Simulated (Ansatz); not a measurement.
# SiBr+ (triplet): the correlation ladder, cc-pVTZ

How much of the correlation energy of SiBr+ (triplet) does each wave-function method recover here?

Method: cc-pVTZ, core rule «outside noble gas», up to 19 orbitals frozen; program: Ansatz 0.2.0, Gaussian basis.

The runs, in order: UHF; CCSD(T) on ROHF; CCSD(T) on UHF; BCCD(T) on ROHF; CISD; CCSDT(Q) on ROHF; CCSDT(Q) on UHF; CASSCF and MRCISD+Q, 10 electrons in 8 orbitals; CASSCF and NEVPT2, 10 electrons in 8 orbitals.

16 further runs of the same task are left out: 2 for a known fault of the program, 6 that didn't finish, 8 set aside as unsound or not needed.

## Step 1: What is computed

The geometry is a PBE0/def2-TZVP stationary point (not a proven minimum). No spin-orbit coupling is included. The filled d shell of Br may be among the frozen orbitals whatever the setting's name suggests; the logs give the count.

2 atoms, charge 1, spin multiplicity 3.

Atoms are counted from 1 here; the program's logs count them from 0.

Bond lengths: Si1–Br2 2.144 Å.

In the tables R marks a restricted open-shell determinant and U an unrestricted one; 'valence' is the active space of 10 electrons in 8 orbitals; energies count from the table's Hartree-Fock row.

## Step 2: UHF

Contents of in.yaml:

```yaml
crystal:
  periodic: [false, false, false]
  atoms:
    - {symbol: Si, position_ang: [0.000000, 0.000000, 0.000000]}
    - {symbol: Br, position_ang: [0.000000, 0.000000, 2.143900]}
basis:
  gaussian: {orbitals: cc-pVTZ}
total_charge: 1
magnetization: {spin_polarized: true, initial_magnetization: 2}
hamiltonian: {xc: hf}
output: {orbitals: {seedname: orbitals}}
```

On the command line:

```console
> ansatz run in.yaml --threads 1 --pin off --events-out ev --progress --plain --max-ram 2393MiB
```

What it wrote:

```text
Functional definition: HF
  name "HF"
  cite "Fock, Z. Phys. 61, 126 (1930) doi:10.1007/BF01340294"
  parent pbe
  exchange = exact_x
  correlation = 0
491 factors; integrals over basis functions are off by at most 8.6e-4 eV
mean field evaluation 1: about -77850.6385 eV, gradient 1.6e1 eV
mean field evaluation 2: about -77850.7290 eV, gradient 1.6e1 eV
mean field evaluation 4: about -77852.6548 eV, gradient 2.2e0 eV
mean field evaluation 8: about -77852.7691 eV, gradient 4.2e-1 eV
mean field evaluation 16: about -77852.7789 eV, gradient 1.6e-5 eV
mean field evaluation 32: about -77851.3926 eV, gradient 8.6e0 eV
mean field evaluation 64: about -77851.9578 eV, gradient 5.2e-3 eV
mean field evaluation 96: about -77852.6756 eV, gradient 4.2e-1 eV
mean field -77852.77886694 eV, -2861.0368528511 hartree, gradient 1.6e-5 eV, S^2 2.016489; 2 other end points of the search recorded, 0 dependent functions left out
reference -77852.77886694 eV, -2861.0368528511 hartree; 25, 23 occupied and 52, 54 virtual orbitals, 491 factors
Total energy: -77852.77886694 eV, -2861.0368528511 hartree
```

It took 3.5 s on 1 thread of Arm Neoverse V1, shared host.

From the report: ⟨S²⟩ of the determinant 2.016 (pure triplet: 2.00).

## Step 3: CCSD(T) on ROHF

Contents of in.yaml:

```yaml
crystal:
  periodic: [false, false, false]
  atoms:
    - {symbol: Si, position_ang: [0.000000, 0.000000, 0.000000]}
    - {symbol: Br, position_ang: [0.000000, 0.000000, 2.143900]}
basis:
  gaussian: {orbitals: cc-pVTZ}
total_charge: 1
magnetization: {spin_polarized: false, initial_magnetization: 2}
correlation: {method: ccsd_t, electrons: outside_noble_gas}
output: {forces: true}
```

Same command.

What it wrote, cut to the lines that bear on the results:

```text
Functional definition: HF
  name "HF"
  cite "Fock, Z. Phys. 61, 126 (1930) doi:10.1007/BF01340294"
  parent pbe
[...]
491 factors; integrals over basis functions are off by at most 8.6e-4 eV
[...]
mean field -77852.67561495 eV, -2861.0330584107 hartree, gradient 2.4e-6 eV, S^2 2.000000; 11 other end points of the search recorded, 0 dependent functions left out
[...]
determinant -77852.67561495 eV, -2861.0330584107 hartree, with singles and doubles -77858.94245451 eV, -2861.2633605167 hartree
determinant -77851.65772960 eV, -2860.9956518139 hartree, with singles and doubles -77858.14220352 eV, -2861.2339518352 hartree
determinant -77851.39323159 eV, -2860.9859316914 hartree, with singles and doubles -77857.89961596 eV, -2861.2250369067 hartree
19 core orbitals not correlated: weight in the atoms' cores, before any rotation towards them, 1.000 or more for the frozen orbitals, at most 0.000 for the correlated occupied ones
reference -77852.67561495 eV, -2861.0330584107 hartree; 6, 4 occupied and 52, 54 virtual orbitals, 491 factors
second order -5.53995019 eV of doubles, -0.05178001 eV of singles
cycle   1  -6.24275759 eV  change   -2.3e-1 eV  update   1.9e-2
[...]
cycle  12  -6.26242399 eV  change    3.7e-7 eV  update   7.9e-7
perturbative correction -0.31426703 eV, -0.0115491003 hartree
[...]
Total energy: -77859.25230597 eV, -2861.2747473478 hartree
Atom 0 at     0.000000     0.000000     0.000000 Å, force    -0.000000    -0.000000    -0.458664 eV/Å
Atom 1 at     0.000000     0.000000     2.143900 Å, force    -0.000000     0.000000     0.458664 eV/Å
Dipole moment:     0.000000     0.000000    -0.929594 e Å
```

Wall time 25 s (1 thread of Arm Neoverse V1, shared host); peak memory 0.27 GiB.

From the report: correlation -6.5767 eV; T1 0.037; largest double amplitude 0.06.

## Step 4: CCSD(T) on UHF

Edit in.yaml of step 3 so:

```diff
@@ -8,3 +8,3 @@
 total_charge: 1
-magnetization: {spin_polarized: false, initial_magnetization: 2}
+magnetization: {spin_polarized: true, initial_magnetization: 2}
 correlation: {method: ccsd_t, electrons: outside_noble_gas}
```

Launched as before.

What it wrote, cut to the lines that bear on the results:

```text
Functional definition: HF
  name "HF"
  cite "Fock, Z. Phys. 61, 126 (1930) doi:10.1007/BF01340294"
  parent pbe
[...]
491 factors; integrals over basis functions are off by at most 8.6e-4 eV
[...]
mean field -77852.77886694 eV, -2861.0368528511 hartree, gradient 5.4e-6 eV, S^2 2.016489; 9 other end points of the search recorded, 0 dependent functions left out
determinant -77852.77886694 eV, -2861.0368528511 hartree, with singles and doubles -77858.95119939 eV, -2861.2636818850 hartree
determinant -77851.95781737 eV, -2861.0066798359 hartree, with singles and doubles -77858.13982183 eV, -2861.2338643095 hartree
determinant -77851.66627471 eV, -2860.9959658409 hartree, with singles and doubles -77857.90056339 eV, -2861.2250717241 hartree
19 core orbitals not correlated: weight in the atoms' cores, before any rotation towards them, 1.000 or more for the frozen orbitals, at most 0.000 for the correlated occupied ones
reference -77852.77886694 eV, -2861.0368528511 hartree; 6, 4 occupied and 52, 54 virtual orbitals, 491 factors
second order -5.50495070 eV of doubles, -0.00000000 eV of singles
cycle   1  -6.14786412 eV  change   -2.4e-1 eV  update   1.9e-2
[...]
cycle  12  -6.16704664 eV  change    1.6e-7 eV  update   8.4e-7
perturbative correction -0.30748368 eV, -0.0112998167 hartree
[...]
Total energy: -77859.25339725 eV, -2861.2747874517 hartree
Atom 0 at     0.000000     0.000000     0.000000 Å, force     0.000000     0.000000    -0.450026 eV/Å
Atom 1 at     0.000000     0.000000     2.143900 Å, force    -0.000000    -0.000000     0.450026 eV/Å
Dipole moment:     0.000000     0.000000    -0.930737 e Å
```

Wall time 24 s (1 thread of Arm Neoverse V1, shared host); peak memory 0.27 GiB.

From the report: ⟨S²⟩ of the determinant 2.016 (pure triplet: 2.00); correlation -6.4745 eV; T1 0.027; largest double amplitude 0.06.

## Step 5: BCCD(T) on ROHF

Contents of in.yaml:

```yaml
crystal:
  periodic: [false, false, false]
  atoms:
    - {symbol: Si, position_ang: [0.000000, 0.000000, 0.000000]}
    - {symbol: Br, position_ang: [0.000000, 0.000000, 2.143900]}
basis:
  gaussian: {orbitals: cc-pVTZ}
total_charge: 1
magnetization: {spin_polarized: false, initial_magnetization: 2}
correlation: {method: bccd_t, electrons: outside_noble_gas}
```

Launched as before.

What it wrote, cut to the lines that bear on the results:

```text
Functional definition: HF
  name "HF"
  cite "Fock, Z. Phys. 61, 126 (1930) doi:10.1007/BF01340294"
  parent pbe
[...]
491 factors; integrals over basis functions are off by at most 8.6e-4 eV
[...]
mean field -77852.67561495 eV, -2861.0330584107 hartree, gradient 2.4e-6 eV, S^2 2.000000; 11 other end points of the search recorded, 0 dependent functions left out
[...]
determinant -77852.67561495 eV, -2861.0330584107 hartree, with singles and doubles -77858.94245451 eV, -2861.2633605167 hartree
determinant -77851.65772960 eV, -2860.9956518139 hartree, with singles and doubles -77858.14220352 eV, -2861.2339518352 hartree
determinant -77851.39323159 eV, -2860.9859316914 hartree, with singles and doubles -77857.89961596 eV, -2861.2250369067 hartree
19 core orbitals not correlated: weight in the atoms' cores, before any rotation towards them, 1.000 or more for the frozen orbitals, at most 0.000 for the correlated occupied ones
reference -77852.67561495 eV, -2861.0330584107 hartree; 6, 4 occupied and 52, 54 virtual orbitals, 491 factors
second order -5.53995019 eV of doubles, -0.05178001 eV of singles
cycle   1  -6.24053177 eV  change   -2.3e-1 eV  update   2.4e-2
[...]
cycle  10  -6.25093855 eV  change    2.3e-6 eV  update   1.2e-5
perturbative correction -0.32308006 eV, -0.0118729733 hartree
Total energy: -77859.24963357 eV, -2861.2746491387 hartree
```

Wall time 19 s (1 thread of Arm Neoverse V1, shared host).

From the report: correlation -6.5740 eV; largest double amplitude 0.06.

## Step 6: CISD

Edit in.yaml of step 5 so:

```diff
@@ -9,2 +9,2 @@
 magnetization: {spin_polarized: false, initial_magnetization: 2}
-correlation: {method: bccd_t, electrons: outside_noble_gas}
+correlation: {active_space: {ras: {orbitals: [4, 2, 52], electrons: 10, max_holes: 2, max_particles: 2}, fixed_orbitals: true}}
```

Same command.

What it wrote, cut to the lines that bear on the results:

```text
Functional definition: HF
  name "HF"
  cite "Fock, Z. Phys. 61, 126 (1930) doi:10.1007/BF01340294"
  parent pbe
[...]
491 factors; integrals over basis functions are off by at most 8.6e-4 eV
[...]
mean field -77852.67561495 eV, -2861.0330584107 hartree, gradient 2.4e-6 eV, S^2 2.000000; 11 other end points of the search recorded, 0 dependent functions left out
reference -77852.67561495 eV, -2861.0330584107 hartree; 25, 23 occupied and 52, 54 virtual orbitals, 491 factors
state -77858.51906367 eV, -2861.2478011901 hartree
Total energy: -77858.51906367 eV, -2861.2478011901 hartree
```

Wall time 13 s (1 thread of Arm Neoverse V1, shared host).

From the report: 98,224 determinants.

## Step 7: CCSDT(Q) on ROHF

Edit in.yaml of step 6 so:

```diff
@@ -9,2 +9,2 @@
 magnetization: {spin_polarized: false, initial_magnetization: 2}
-correlation: {active_space: {ras: {orbitals: [4, 2, 52], electrons: 10, max_holes: 2, max_particles: 2}, fixed_orbitals: true}}
+correlation: {method: ccsdt_q, electrons: outside_noble_gas}
```

Launched as before.

What it wrote, cut to the lines that bear on the results:

```text
Functional definition: HF
  name "HF"
  cite "Fock, Z. Phys. 61, 126 (1930) doi:10.1007/BF01340294"
  parent pbe
[...]
850 factors; integrals over basis functions are off by at most 1.6e-7 eV
[...]
mean field -77852.67562504 eV, -2861.0330587813 hartree, gradient 3.8e-6 eV, S^2 2.000000; 10 other end points of the search recorded, 0 dependent functions left out
[...]
determinant -77852.67562504 eV, -2861.0330587813 hartree, with singles and doubles -77858.94248136 eV, -2861.2633615033 hartree
determinant -77851.65773924 eV, -2860.9956521680 hartree, with singles and doubles -77858.14223636 eV, -2861.2339530421 hartree
determinant -77851.39324105 eV, -2860.9859320388 hartree, with singles and doubles -77857.89964743 eV, -2861.2250380632 hartree
19 core orbitals not correlated: weight in the atoms' cores, before any rotation towards them, 1.000 or more for the frozen orbitals, at most 0.000 for the correlated occupied ones
reference -77852.67562504 eV, -2861.0330587813 hartree; 6, 4 occupied and 52, 54 virtual orbitals, 850 factors
second order -5.53996975 eV of doubles, -0.05177998 eV of singles
cycle   1  -5.97510265 eV  change   -3.8e-1 eV  update   9.5e-2
[...]
cycle  20  -6.60914529 eV  change   -2.0e-7 eV  update   5.3e-7
perturbative correction -0.01540606 eV, -0.0005661624 hartree
Total energy: -77859.30017639 eV, -2861.2765065531 hartree
```

Run time: 2.2 min. Hardware: 1 thread of Arm Neoverse V1, shared host; peak memory 0.96 GiB.

From the report: correlation -6.6246 eV; T1 0.039; largest double amplitude 0.07.

## Step 8: CCSDT(Q) on UHF

Edit in.yaml of step 7 so:

```diff
@@ -8,3 +8,3 @@
 total_charge: 1
-magnetization: {spin_polarized: false, initial_magnetization: 2}
+magnetization: {spin_polarized: true, initial_magnetization: 2}
 correlation: {method: ccsdt_q, electrons: outside_noble_gas}
```

Same command.

What it wrote, cut to the lines that bear on the results:

```text
Functional definition: HF
  name "HF"
  cite "Fock, Z. Phys. 61, 126 (1930) doi:10.1007/BF01340294"
  parent pbe
[...]
850 factors; integrals over basis functions are off by at most 1.6e-7 eV
[...]
mean field -77852.77887704 eV, -2861.0368532223 hartree, gradient 2.1e-6 eV, S^2 2.016489; 8 other end points of the search recorded, 0 dependent functions left out
determinant -77852.77887704 eV, -2861.0368532223 hartree, with singles and doubles -77858.95122605 eV, -2861.2636828645 hartree
determinant -77851.95782772 eV, -2861.0066802164 hartree, with singles and doubles -77858.13985379 eV, -2861.2338654843 hartree
determinant -77851.66628458 eV, -2860.9959662035 hartree, with singles and doubles -77857.90059460 eV, -2861.2250728712 hartree
19 core orbitals not correlated: weight in the atoms' cores, before any rotation towards them, 1.000 or more for the frozen orbitals, at most 0.000 for the correlated occupied ones
reference -77852.77887704 eV, -2861.0368532223 hartree; 6, 4 occupied and 52, 54 virtual orbitals, 850 factors
second order -5.50497005 eV of doubles, -0.00000000 eV of singles
cycle   1  -5.90459483 eV  change   -4.0e-1 eV  update   9.0e-2
[...]
cycle  19  -6.50869286 eV  change   -1.2e-6 eV  update   7.6e-7
perturbative correction -0.01901924 eV, -0.0006989442 hartree
Total energy: -77859.30658913 eV, -2861.2767422172 hartree
```

Wall time 1.9 min (1 thread of Arm Neoverse V1, shared host); peak memory 0.79 GiB.

From the report: ⟨S²⟩ of the determinant 2.016 (pure triplet: 2.00); correlation -6.5277 eV; T1 0.029; largest double amplitude 0.07.

## Step 9: CASSCF and MRCISD+Q, 10 electrons in 8 orbitals

Contents of in.yaml:

```yaml
crystal:
  periodic: [false, false, false]
  atoms:
    - {symbol: Si, position_ang: [0.000000, 0.000000, 0.000000]}
    - {symbol: Br, position_ang: [0.000000, 0.000000, 2.143900]}
basis:
  gaussian: {orbitals: cc-pVTZ}
total_charge: 1
magnetization: {spin_polarized: false, initial_magnetization: 2}
correlation: {method: fic_mrcisd_q, electrons: outside_noble_gas, active_space: {window: {electrons: 10, orbitals: 8}, shells: [{species: Br, l: s, shell: 4}, {species: Br, l: p, shell: 4}, {species: Si, l: s, shell: 3}, {species: Si, l: p, shell: 3}]}}
```

Launched as before.

What it wrote, cut to the lines that bear on the results:

```text
Functional definition: HF
  name "HF"
  cite "Fock, Z. Phys. 61, 126 (1930) doi:10.1007/BF01340294"
  parent pbe
[...]
850 factors; integrals over basis functions are off by at most 1.6e-7 eV
[...]
mean field -77852.67562504 eV, -2861.0330587813 hartree, gradient 3.8e-6 eV, S^2 2.000000; 10 other end points of the search recorded, 0 dependent functions left out
reference -77852.67562504 eV, -2861.0330587813 hartree; 25, 23 occupied and 52, 54 virtual orbitals, 850 factors
state -77853.77203046 eV, -2861.0733509373 hartree
contracted CI cycle   1: correlation 0.00000000 eV, 0.0000000000 hartree, residual 1.91e1 eV
contracted CI cycle   2: correlation -4.79165722 eV, -0.1760901551 hartree, residual 3.52e0 eV
contracted CI cycle   3: correlation -4.97391949 eV, -0.1827881699 hartree, residual 7.78e-1 eV
contracted CI cycle   4: correlation -4.98389147 eV, -0.1831546334 hartree, residual 2.10e-1 eV
contracted CI cycle   5: correlation -4.98459667 eV, -0.1831805490 hartree, residual 5.81e-2 eV
contracted CI cycle   6: correlation -4.98464822 eV, -0.1831824433 hartree, residual 1.61e-2 eV
contracted CI cycle   7: correlation -4.98465210 eV, -0.1831825858 hartree, residual 4.79e-3 eV
contracted CI cycle   8: correlation -4.98465245 eV, -0.1831825987 hartree, residual 1.40e-3 eV
state -77853.77203046 eV, -2861.0733509373 hartree; corrected -77859.18517496 eV, -2861.2722803287 hartree
Total energy: -77859.18517496 eV, -2861.2722803287 hartree
Checks for a lower state left out: starts, orbital_swaps
```

It took 13 s on 1 thread of Arm Neoverse V1, shared host; peak memory 0.27 GiB.

From the report: 784 determinants; active occupations 2.00, 2.00, 1.97, 1.97, 1.00, 1.00, 0.03, 0.03.

## Step 10: CASSCF and NEVPT2, 10 electrons in 8 orbitals

Contents of in.yaml:

```yaml
crystal:
  periodic: [false, false, false]
  atoms:
    - {symbol: Si, position_ang: [0.000000, 0.000000, 0.000000]}
    - {symbol: Br, position_ang: [0.000000, 0.000000, 2.143900]}
basis:
  gaussian: {orbitals: cc-pVTZ}
total_charge: 1
magnetization: {spin_polarized: false, initial_magnetization: 2}
correlation: {method: sc_nevpt2, electrons: outside_noble_gas, active_space: {window: {electrons: 10, orbitals: 8}, shells: [{species: Br, l: s, shell: 4}, {species: Br, l: p, shell: 4}, {species: Si, l: s, shell: 3}, {species: Si, l: p, shell: 3}]}}
```

Same command.

What it wrote, cut to the lines that bear on the results:

```text
Functional definition: HF
  name "HF"
  cite "Fock, Z. Phys. 61, 126 (1930) doi:10.1007/BF01340294"
  parent pbe
[...]
850 factors; integrals over basis functions are off by at most 1.6e-7 eV
[...]
mean field -77852.67562504 eV, -2861.0330587813 hartree, gradient 3.8e-6 eV, S^2 2.000000; 10 other end points of the search recorded, 0 dependent functions left out
reference -77852.67562504 eV, -2861.0330587813 hartree; 25, 23 occupied and 52, 54 virtual orbitals, 850 factors
state -77853.77203046 eV, -2861.0733509373 hartree
state -77853.77203046 eV, -2861.0733509373 hartree; corrected -77858.00790153 eV, -2861.2290163279 hartree
Total energy: -77858.00790153 eV, -2861.2290163279 hartree
Checks for a lower state left out: starts, orbital_swaps
```

Wall time 12 s (1 thread of Arm Neoverse V1, shared host).

From the report: 784 determinants; active occupations 2.00, 2.00, 1.97, 1.97, 1.00, 1.00, 0.03, 0.03.

## Step 11: How many determinants matter

Natural occupations of the CASSCF valence state about the gap (report; correlated orbitals 2 to 8): 1.996, 1.973, 1.966, 1.004, 1.004, 0.032, 0.029. The count of effectively unpaired electrons, Σ n²(2 − n)², is 2.01; a single determinant of this spin has 2.

## Step 12: The ladder

The yardstick is UCCSDT(Q), where the cluster series has nearly closed. Rows without a time come out of other runs: HF, MP2 and CCSD of CCSD(T), CCSDT of CCSDT(Q), CASSCF and MRCISD of the multireference runs. The times of RCCSD(T), UCCSD(T) include forces.

Differences are taken before rounding.

```tsv
method	energy from the lowest RHF (kcal/mol)	from UCCSDT(Q) (kcal/mol)	time
RHF	0.00	+152.91	
UHF	-2.38	+150.53	
RMP2	-128.95	+23.97	
UMP2	-129.33	+23.59	
CISD	-134.75	+18.16	13 s
RCCSD	-144.41	+8.50	
UCCSD	-144.60	+8.32	
RCCSD(T)	-151.66	+1.25	25 s
UCCSD(T)	-151.69	+1.23	24 s
BCCD(T)	-151.60	+1.31	19 s
RCCSDT	-152.41	+0.50	
UCCSDT	-152.48	+0.44	
RCCSDT(Q)	-152.77	+0.15	2.2 min
UCCSDT(Q)	-152.91	0	1.9 min
CASSCF valence	-25.28	+127.63	
NEVPT2 valence	-122.97	+29.95	12 s
MRCISD valence	-140.23	+12.68	
MRCISD+Q valence	-150.11	+2.80	13 s
```

Among the levels timed on like hardware and quicker than the yardstick, those that no quicker one beats, quickest first: NEVPT2 valence (12 s, +29.95 kcal/mol); CISD (13 s, +18.16 kcal/mol); MRCISD+Q valence (13 s, +2.80 kcal/mol); BCCD(T) (19 s, +1.31 kcal/mol); UCCSD(T) (24 s, +1.23 kcal/mol).

## Step 13: What came out

| quantity | value |
| --- | --- |
| UCCSDT(Q) below the RHF energy | -6.6310 eV |
| RMP2 from UCCSDT(Q) | +23.97 kcal/mol |
| UMP2 from UCCSDT(Q) | +23.59 kcal/mol |
| RCCSD from UCCSDT(Q) | +8.50 kcal/mol |
| RCCSD(T) from UCCSDT(Q) | +1.25 kcal/mol |
| UCCSD(T) from UCCSDT(Q) | +1.23 kcal/mol |
| RCCSDT(Q) from UCCSDT(Q) | +0.15 kcal/mol |
| NEVPT2 valence from UCCSDT(Q) | +29.95 kcal/mol |
| MRCISD+Q valence from UCCSDT(Q) | +2.80 kcal/mol |
| levels within 1 kcal/mol (43 meV) | RCCSDT, UCCSDT, RCCSDT(Q) |
| T1 diagnostic | 0.037 |
| effectively unpaired electrons | 2.01 |

In words: RCCSD(T) lands +1.25 kcal/mol from the yardstick (0.8 % of the correlation energy). One determinant dominates. Of the multireference levels listed MRCISD+Q valence comes nearest in total energy (+2.80 kcal/mol), which doesn't show that its space is the better one. These misses are within one basis, not against nature; the frozen cores of restricted and unrestricted runs differ, which can shift their rows.

For cost: UCCSD(T) gets within 1.23 kcal/mol in 24 s, where UCCSDT(Q) took 1.9 min; the quickest level in the cost chart, NEVPT2 valence, takes 12 s and misses by 29.95 kcal/mol.
